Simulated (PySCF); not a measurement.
# GdH4O2 (Gd(H2O)23+): the cost of one run

Program: PySCF 2.14.0. Level of theory: several levels, as the steps say, no spin–orbit coupling. These are calculated values, not measurements.

1 further run of the same task is left out (for a known fault of the program).

### 1 The starting structure

7 atoms, charge 3, spin multiplicity 1.

Bond lengths: Gd1–O2 2.239 Å, Gd1–O5 2.239 Å, O2–H3 0.993 Å, O2–H4 0.995 Å, O5–H6 0.993 Å, O5–H7 0.995 Å. Angles: O2–Gd1–O5 111.5°, Gd1–O2–H3 129.2°, Gd1–O2–H4 128.2°, H3–O2–H4 102.6°, Gd1–O5–H6 129.2°, Gd1–O5–H7 128.1°, H6–O5–H7 102.6°.

As a file:

```
Gd   -1.07902    0.14694    0.00576
O     0.17304   -0.07041    1.84936
H     1.09605    0.25359    2.02277
H    -0.07456   -0.49370    2.71458
O     0.16736    0.03833   -1.85070
H     1.09523   -0.29745   -1.96595
H    -0.08425    0.30351   -2.77582
```

Formal oxidation states: Gd +3. Each metal's 7 4f electrons lie in its core potential, so multiplicities, spins and levels count the valence alone. An earlier session relaxed this geometry at PBE0, Gd lcecp-1-SVP with ECP53, O def2-SVP, H def2-SVP (singlet, point group C1).

At PBE0 on the finer grid: E = -187.280723 Eh, HOMO -26.50 eV, LUMO -18.59 eV, Mulliken charge on Gd1 +2.24 e, largest force component 0.020 eV/Å. 

Levels to run: BP86; BLYP; PBE0, TZVP. Hardware: 2 threads of Arm Neoverse V1, shared host.

### 2 BP86

run.py (the lines that set the calculation) reads:

```python
mol = gto.M(atom='''
Gd    -1.07902     0.14694     0.00576
O      0.17304    -0.07041     1.84936
H      1.09605     0.25359     2.02277
H     -0.07456    -0.49370     2.71458
O      0.16736     0.03833    -1.85070
H      1.09523    -0.29745    -1.96595
H     -0.08425     0.30351    -2.77582''',
    basis={'Gd': 'lcecp-1-SVP', 'O': 'def2-SVP', 'H': 'def2-SVP'},
    ecp={'Gd': 'lcecp-1-SVP'},
    charge=3, spin=0)
mf = dft.RKS(mol, xc='B88,P86')
mf.grids.atom_grid = (75, 302)  # f atoms: unpruned, at least (60, 302)
mf = mf.density_fit()  # fitting sets: Gd AutoAux, O def2-universal-JKFIT, H def2-universal-JKFIT
mf.conv_tol = 1e-08; mf.max_cycle = 55
mf.kernel(dm0)  # dm0: the density of the relaxed state
```

The run is started by

```console
$ OMP_NUM_THREADS=2 python run.py
```

**Question.** How long does this run take on 2 threads of Arm Neoverse V1, shared host?

About 4.1 s.
